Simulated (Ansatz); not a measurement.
# Si11N12: the cost of one run

Method: DFT PBE, scalar-relativistic, plane waves, PAW, in Ansatz 0.2.0.

## 1. The system as given

The cell holds 23 atoms (N12Si11): a = 6.444 Å, b = 6.598 Å, c = 6.620 Å, α = 88.08°, β = 88.53°, γ = 87.86°.

It is the last frame of an earlier stage of the same melt, run at 1600 K.

Its coordinates follow in the input file.

## 2. Stage at 300 K

One k point, a Fermi-Dirac width of 0.050 eV and a fixed cell.

Contents of input.yaml:

```yaml
crystal:
  lattice:
    - [6.441899, 0.120905, 0.082939]
    - [0.120905, 6.595852, 0.110193]
    - [0.082939, 0.110193, 6.618272]
  atoms:
    - { symbol: Si, position: [0.7636851193, 0.6540643503, 0.3860319035] }
    - { symbol: Si, position: [0.0714552744, 0.1061409722, 0.6035551162] }
    - { symbol: Si, position: [0.6503650958, 0.1949994129, 0.2456559286] }
    - { symbol: Si, position: [0.7051054204, 0.4669631634, 0.9333624116] }
    - { symbol: Si, position: [0.5396443854, 0.1060076542, 0.6281887651] }
    - { symbol: Si, position: [0.1183458907, 0.7567661848, 0.9578282796] }
    - { symbol: Si, position: [0.7398468325, 0.8951906136, 0.9874855567] }
    - { symbol: Si, position: [0.5650292136, 0.6786714978, 0.6977203841] }
    - { symbol: Si, position: [0.2898462751, 0.3685418568, 0.9022571333] }
    - { symbol: Si, position: [0.0939707634, 0.9375269322, 0.2806749065] }
    - { symbol: Si, position: [0.9869469707, 0.3280631436, 0.0774429152] }
    - { symbol: "N", position: [0.5049333951, 0.320806122, 0.062308657] }
    - { symbol: "N", position: [0.3137561577, 0.6273092157, 0.8107628367] }
    - { symbol: "N", position: [0.7609994871, 0.3780502085, 0.3924028157] }
    - { symbol: "N", position: [0.5051803753, 0.0533791042, 0.3983179074] }
    - { symbol: "N", position: [0.2796030147, 0.2065664256, 0.695817134] }
    - { symbol: "N", position: [0.9742180821, 0.9037429091, 0.7919930712] }
    - { symbol: "N", position: [0.5791543124, 0.9118837562, 0.7872535211] }
    - { symbol: "N", position: [0.0621806596, 0.5738708792, 0.1735775083] }
    - { symbol: "N", position: [0.6756223867, 0.6844455405, 0.1304105903] }
    - { symbol: "N", position: [0.0292168018, 0.6785565848, 0.362719096] }
    - { symbol: "N", position: [0.8659451024, 0.0768633553, 0.1260084542] }
    - { symbol: "N", position: [0.8138158624, 0.2498718513, 0.6056542768] }
  symmetry: { detect: false }
basis:
  ecutwfc: 420
  xc_grid: 1
kpoints:
  mp_grid: { grid: [1, 1, 1], shift: [0.25, 0.25, 0.25] }
hamiltonian:
  xc: pbe
scf:
  occupations: { method: fermi_dirac, width: 0.05 }
  lower_state_search: "off"
  convergence: { dr2_threshold: 1.0e-05 }
output:
  forces: true
  stress: true
md:
  timestep: 2.0
  n_steps: 250
  ensemble: nvt_langevin
  friction: 0.03
  temperature: 300.0
  initial_velocities: maxwell_boltzmann
  seed: 41762
```

Command:

```sh
$ ansatz run input.yaml --threads 2 --pin off --max-ram 5120MiB --backend cpu --events-out ev --progress --plain --runs-dir out
```

**Question.** How long does this run take on 2 threads of Arm Neoverse V2, shared host, and how much memory does it need?

About 3.7 min, with a peak of 0.4 GiB.
